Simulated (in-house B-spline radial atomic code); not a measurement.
# Hg⁵⁹⁺: excited configurations in jj coupling

How much energy does it take to promote electrons of Hg⁵⁹⁺ to other shells? Each configuration is solved by itself and compared with the reference.

Method: Dirac-Hartree-Fock, average of configuration, Fermi nucleus, basis-set limit. Code: in-house B-spline radial atomic code version 1.

### 1 The system

| Item | Value |
| --- | --- |
| element | mercury (Z = 80) |
| charge | +59 |
| electrons | 21 |
| configuration | 1s2 2s2 2p6 3s2 3p6 3d-3 |
| Hamiltonian | Dirac-Coulomb |
| nucleus | Fermi, rms radius 5.465 fm |

In configurations, a minus sign after the shell means j = l − 1/2 and a plus sign j = l + 1/2; the count of electrons follows.

Input settings:

```ini
Z = 80
electrons = 21.0
configuration = 1s2 2s2 2p6 3s2 3p6 3d-3
hamiltonian = dirac
method = hf
spin_polarised = False
nucleus = fermi
rms_radius = 5.4648
mass_number = 202
atomic_mass = 201.970643604
speed_of_light = 137.035999084
```

This reference run was done before. Its total energy is -16158.630211 hartree, and its levels are (the highest eight at most):

```csv
orbital,occupation,energy (eV),<r> (bohr)
1s1/2,2,-87895.2,0.01659
2s1/2,2,-19094.1,0.06873
2p1/2,2,-18499.8,0.05661
2p3/2,4,-16504.8,0.06496
3s1/2,2,-7273.16,0.1711
3p1/2,2,-7037.40,0.1609
3p3/2,4,-6513.55,0.1743
3d3/2,3,-6203.63,0.1495
```

### 2 Configuration 1s2 2s2 2p6 3s2 3p6 3d+2 6s1

Input settings:

```ini
Z = 80
electrons = 21.0
configuration = 1s2 2s2 2p6 3s2 3p6 3d+2 6s1
hamiltonian = dirac
method = hf
spin_polarised = False
nucleus = fermi
rms_radius = 5.4648
mass_number = 202
atomic_mass = 201.970643604
speed_of_light = 137.035999084
```

### 3 Configuration 1s2 2s2 2p6 3s2 3p-1 3p+4 3d-2 3d+1 5g+1

Settings: those of step 2 with these lines changed.

```diff
@@ -2,3 +2,3 @@
 electrons = 21.0
-configuration = 1s2 2s2 2p6 3s2 3p6 3d+2 6s1
+configuration = 1s2 2s2 2p6 3s2 3p-1 3p+4 3d-2 3d+1 5g+1
 hamiltonian = dirac
```

### 4 1s2 2s2 2p6 3s2 3p-1 3p+4 3d-1 3d+2 5s1

Settings: those of step 3 with these lines changed.

```diff
@@ -2,3 +2,3 @@
 electrons = 21.0
-configuration = 1s2 2s2 2p6 3s2 3p-1 3p+4 3d-2 3d+1 5g+1
+configuration = 1s2 2s2 2p6 3s2 3p-1 3p+4 3d-1 3d+2 5s1
 hamiltonian = dirac
```

### 5 1s2 2s2 2p6 3s2 3p6 3d+2 7d-1

Settings: those of step 4 with these lines changed.

```diff
@@ -2,3 +2,3 @@
 electrons = 21.0
-configuration = 1s2 2s2 2p6 3s2 3p-1 3p+4 3d-1 3d+2 5s1
+configuration = 1s2 2s2 2p6 3s2 3p6 3d+2 7d-1
 hamiltonian = dirac
```

### 6 Configuration 1s2 2s2 2p6 3s2 3p6 3d-1 3d+1 4d+1

Settings: those of step 5 with these lines changed.

```diff
@@ -2,3 +2,3 @@
 electrons = 21.0
-configuration = 1s2 2s2 2p6 3s2 3p6 3d+2 7d-1
+configuration = 1s2 2s2 2p6 3s2 3p6 3d-1 3d+1 4d+1
 hamiltonian = dirac
```

### 7 Run with 1s2 2s2 2p6 3s2 3p6 3d-2 3d+1

Settings: those of step 6 with these lines changed.

```diff
@@ -2,3 +2,3 @@
 electrons = 21.0
-configuration = 1s2 2s2 2p6 3s2 3p6 3d-1 3d+1 4d+1
+configuration = 1s2 2s2 2p6 3s2 3p6 3d-2 3d+1
 hamiltonian = dirac
```

### 8 Configuration 1s2 2s2 2p6 3s2 3p6 3d-1 3d+2

Settings: those of step 7 with these lines changed.

```diff
@@ -2,3 +2,3 @@
 electrons = 21.0
-configuration = 1s2 2s2 2p6 3s2 3p6 3d-2 3d+1
+configuration = 1s2 2s2 2p6 3s2 3p6 3d-1 3d+2
 hamiltonian = dirac
```

**Question.** How far above the reference does each configuration lie (order and size, in eV)?

**Answer**, as computed:

| net move | configuration | energy above the reference (eV) | with Breit, QED, recoil (eV) | largest <r> (bohr) |
| --- | --- | --- | --- | --- |
| 3d3/2 → 3d5/2 | 1s2 2s2 2p6 3s2 3p6 3d-2 3d+1 | 113.72 | 110.61 | 0.174 |
| 2×3d3/2 → 2×3d5/2 | 1s2 2s2 2p6 3s2 3p6 3d-1 3d+2 | 224.46 | 219.05 | 0.174 |
| 2×3d3/2 → 3d5/2, 4d5/2 | 1s2 2s2 2p6 3s2 3p6 3d-1 3d+1 4d+1 | 3018.20 | 3010.64 | 0.334 |
| 3×3d3/2 → 2×3d5/2, 6s | 1s2 2s2 2p6 3s2 3p6 3d+2 6s1 | 4870.44 | 4861.21 | 0.787 |
| 2×3d3/2, 3p1/2 → 2×3d5/2, 5s | 1s2 2s2 2p6 3s2 3p-1 3p+4 3d-1 3d+2 5s1 | 4940.97 | 4924.45 | 0.532 |
| 3d3/2, 3p1/2 → 3d5/2, 5g9/2 | 1s2 2s2 2p6 3s2 3p-1 3p+4 3d-2 3d+1 5g+1 | 5172.48 | 5155.64 | 0.454 |
| 3×3d3/2 → 2×3d5/2, 7d3/2 | 1s2 2s2 2p6 3s2 3p6 3d+2 7d-1 | 5377.23 | 5366.95 | 1.12 |

At the bottom stands 3d3/2 → 3d5/2 (113.72 eV), at the top 3×3d3/2 → 2×3d5/2, 7d3/2 (5377.23 eV). Two partly filled shells share a symmetry and can mix in the average, which may lower the energy, for: 2×3d3/2 → 3d5/2, 4d5/2. These are averages over configurations, without correlation, not spectroscopic levels.
